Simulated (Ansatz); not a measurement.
# C3H4Se: basis-set convergence

One table from this session's results is given with a row withheld; the runs are named, their logs left out.

Method: one geometry, several basis sets; program: Ansatz 0.2.0, Gaussian basis.

The runs, in order: PBE0-D4/def2-SVP; ωB97M-V/def2-SVP; PBE0-D4/def2-QZVPP; ωB97M-V/def2-QZVPP; the functionals' def2-TZVPP values are taken from earlier runs.

### Structure used throughout

The geometry comes from an earlier relaxation with PBE0-D4 in a triple-zeta def2 set; it is a stationary point, not always the lowest conformer.

8 atoms, charge 0, spin multiplicity 1.

Atoms are counted from 1 here; the program's logs count them from 0.

Bond lengths: C1–C2 1.336 Å, C1–H5 1.085 Å, C1–H6 1.083 Å, C2–C3 1.446 Å, C2–H7 1.087 Å, C3–Se4 1.765 Å, C3–H8 1.089 Å. Angles: C2–C1–H5 120.6°, C2–C1–H6 121.1°, H5–C1–H6 118.2°, C1–C2–C3 125.2°, C1–C2–H7 119.1°, C3–C2–H7 115.7°, C2–C3–Se4 128.1°, C2–C3–H8 114.7°, Se4–C3–H8 117.2°.

As a file:

| atom | x (Å) | y (Å) | z (Å) |
| --- | --- | --- | --- |
| C1 | -0.0579 | 1.2409 | 0.0937 |
| C2 | 0.4081 | 0.0192 | 0.3685 |
| C3 | -0.0628 | -1.2074 | -0.2363 |
| Se4 | -1.3284 | -1.4058 | -1.4500 |
| H5 | -0.8518 | 1.3792 | -0.6328 |
| H6 | 0.3437 | 2.1172 | 0.5871 |
| H7 | 1.2040 | -0.0914 | 1.1007 |
| H8 | 0.4372 | -2.1089 | 0.1131 |

Set-up of the first run:

The input, in.yaml:

```yaml
crystal:
  periodic: [false, false, false]
  atoms:
    - {symbol: C, position_ang: [-0.057907, 1.240879, 0.093746]}
    - {symbol: C, position_ang: [0.408080, 0.019238, 0.368539]}
    - {symbol: C, position_ang: [-0.062848, -1.207382, -0.236293]}
    - {symbol: Se, position_ang: [-1.328389, -1.405822, -1.450011]}
    - {symbol: H, position_ang: [-0.851816, 1.379226, -0.632803]}
    - {symbol: H, position_ang: [0.343697, 2.117204, 0.587142]}
    - {symbol: H, position_ang: [1.204037, -0.091435, 1.100663]}
    - {symbol: H, position_ang: [0.437246, -2.108909, 0.113117]}
basis:
  gaussian: {orbitals: def2-SVP}
hamiltonian: {xc: pbe0, dispersion: d4}
output: {orbitals: {seedname: orbitals}}
```

Run with:

```sh
> ansatz run in.yaml --threads 2 --pin off --events-out ev --progress --plain --max-ram 4352MiB
```

Among the steps run: PBE0-D4 in def2-SVP; ωB97M-V in def2-SVP; PBE0-D4 in def2-QZVPP; ωB97M-V in def2-QZVPP.

One table of the session follows, with a row left open; its other results are not shown here.

It belongs to the step «Density functionals: the series». 

```
functional       basis  HOMO (eV)  LUMO (eV)
   PBE0-D4    def2-SVP      -6.10      -2.92
   PBE0-D4  def2-TZVPP      -6.24      -3.05
   PBE0-D4  def2-QZVPP      -6.26      -3.07
   ωB97M-V    def2-SVP      -8.28      -0.85
   ωB97M-V  def2-TZVPP      -8.43      -1.04
   ωB97M-V  def2-QZVPP          ?          ?
```

**Question.** Estimate the row for ωB97M-V, def2-QZVPP.

The run gave: HOMO (eV): -8.45; LUMO (eV): -1.08. In the column «HOMO (eV)» it is the lowest.
